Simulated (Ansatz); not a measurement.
NiMoIrPdW:

```
CELL_PARAMETERS angstrom
2.76078 0.00000 0.00000
-1.38039 2.39090 0.00000
0.00000 0.00000 11.34051
ATOMIC_POSITIONS crystal
Ni 0.00000 0.00000 0.70917
Mo 0.66667 0.33333 0.29425
Pd 0.66667 0.33333 0.89901
Ir 0.00000 0.00000 0.10604
W 0.66667 0.33333 0.52921
```

The cell was built by a generator and needn't be a form met in nature.

* Program: Ansatz 0.2.0
* Task: relaxation of cell and atoms
* Functional: RPBE
* Potentials or basis: Ansatz PAW
* Cutoff: 420 eV (not typed: the program's choice for these potentials)
* k mesh: 8 × 8 × 2
* Occupations: fermi-dirac, width 0.05 eV
* Spin: collinear spin, ferromagnetic start
* Starting moments: [1.0, 1.0, 0.0, 0.6, 0.0] μB

At the start: volume 14.97 Å³/atom.

Task: Where does the relaxation end?

Result: It ends after 5 steps and the volume is 15.22 Å³/atom (+1.7 %); space group P3m1 (No. 156, to 0.05 Å); moment 0.00 μB per cell.

Step by step:
```
step  energy change (eV)  largest force (eV/Å)  volume (Å³)
   1              0.0000                0.3189        74.86
   2             -0.0171                0.0421        76.14
   3             -0.0173                0.0144        76.10
   4             -0.0173                0.0024        76.10
   5             -0.0179                0.0024        76.10
```

Final structure:
```
CELL_PARAMETERS angstrom
2.77721 0.00000 0.00000
-1.38861 2.40514 0.00000
0.00000 0.00000 11.39240
ATOMIC_POSITIONS crystal
Ni 0.00000 0.00000 0.70909
Mo 0.66667 0.33333 0.29506
Pd 0.66667 0.33333 0.89921
Ir 0.00000 0.00000 0.10545
W 0.66667 0.33333 0.52886
```

Caveat: the plane-wave basis is chosen anew once the cell has moved, so the energies of steps on either side of that aren't comparable; the PAW data sets come from PBE, with cores solved anew for the run's functional, which leaves a small shift of forces and pressure; the starting moments weren't kept.
